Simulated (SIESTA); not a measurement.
Mo2WSe6, a slab with vacuum:

```
CELL_PARAMETERS angstrom
3.32327 0.00000 0.00000
-1.66164 2.87804 0.00000
0.00000 0.00000 30.71641
ATOMIC_POSITIONS crystal
W 0.66667 0.33333 0.00000
Mo 0.33333 0.66667 0.23134
Mo 0.33333 0.66667 0.76866
Se 0.33333 0.66667 0.94516
Se 0.66667 0.33333 0.28590
Se 0.66667 0.33333 0.82322
Se 0.66667 0.33333 0.17677
Se 0.66667 0.33333 0.71410
Se 0.33333 0.66667 0.05484
```

* Program: SIESTA 5.4.2
* Task: single point
* Functional: PBEsol
* Potentials or basis: PseudoDojo 0.4 standard (PBEsol files)
* Basis: DZP (energy shift 0.003 Ry; two zetas on semicore shells)
* Grid cutoff: 800 Ry
* Energy shift: 0.003 Ry
* k mesh: 9 × 9 × 1
* Occupations: fermi-dirac, width 0.05 eV
* Spin: no spin polarisation

On this cell: largest force 0.377 eV/Å; band gap on the k mesh 1.23 eV, direct.

The same run follows on a disturbed copy (atoms moved at random, drawn with an rms of 0.05 Å):

```
W Mo Se
1.0
     3.32327    0.00000    0.00000
    -1.66164    2.87804    0.00000
     0.00000    0.00000   30.71641
W Mo Se
1 2 6
Cartesian
  1.6615 0.9744 -0.0216
  -0.0068 1.9311 7.1109
  0.0493 1.9188 23.6359
  -0.0149 1.8980 29.0340
  1.6224 0.9652 8.7384
  1.6286 0.9918 25.2429
  1.7008 0.9699 5.4624
  1.6612 0.9810 21.8752
  -0.0015 1.8703 1.7262
```

Question: What changes?

Answer: The energy moves by +25.8 meV/atom; largest force 2.482 eV/Å; band gap on the k mesh 1.01 eV, direct.

Forces on the atoms (eV/Å):
```
W   -0.151 -0.827  1.223
Mo   0.111 -0.059 -0.331
Mo  -1.198  0.500 -2.115
Se   0.138  0.354 -0.707
Se   0.277  0.054  1.052
Se   0.832 -0.347  1.390
Se  -0.391  0.002 -0.836
Se   0.366 -0.155  0.848
Se   0.014  0.478 -0.524
```

Stress tensor (GPa, compression positive):
```
-0.17 -0.25  0.86
-0.25 -0.78  0.02
 0.86  0.02  1.32
```

Caveats: short orbitals over semicore shells can move pressures by several GPa; spin-orbit coupling is left out, which moves the levels of the heavy elements; the basis of atomic orbitals isn't converged, which shifts pressures, moduli and gaps.

A k mesh can miss the band edges.
